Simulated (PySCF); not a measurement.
# CH6AsNSi: the cost of one run

The runs use PySCF 2.14.0, with density-fitted response routines of our own; the level of theory stands in each step. All values are computed, except where a source is named. Atoms count from 0, in the outputs and in this text.

### Step 1. Starting geometry

10 atoms, charge 0, multiplicity 1; geometry from: GFN2-xTB. The atoms were then displaced at random by about 0.01 Å, so the start is not that level's minimum.

Bonds of the start (Å): N0–C1 1.28, C1–Si2 1.92, Si2–As3 2.28, N0–H4 1.00, C1–H5 1.11, Si2–H6 1.49, Si2–H7 1.47, As3–H8 1.48, As3–H9 1.48.

### Step 2. Geometry optimisation at PBE0-D3(BJ)/def2-SVP

The job: settings as JSON, then the geometry in Å.

```
{"job": {"xc": "PBE0", "basis": "def2-SVP", "d3": "d3bj", "grid": 1, "shake": 0.01, "kind": "geom"}, "charge": 0, "multiplicity": 1}
N      1.134660    -1.146440    -0.123630
C      1.139440     0.112710    -0.343540
Si    -0.480590     1.080010    -0.005690
As    -2.010980    -0.439520     0.735920
H      1.970450    -1.648580    -0.323100
H      2.035450     0.644170    -0.712270
H     -0.096630     2.126130     0.979200
H     -0.779740     1.781850    -1.257750
H     -1.015640    -1.229190     1.488270
H     -1.845990    -1.302080    -0.458460
```

Run with:

```
$ OMP_NUM_THREADS=1 python probes_run.py task.json out
```

One launch serves the whole session: the jobs run in the order shown.

Q: Estimate the wall time and peak memory of this first job on 1 thread of Intel Xeon Platinum 8488C, shared host.

About 34 s, with a peak of 0.46 GiB.
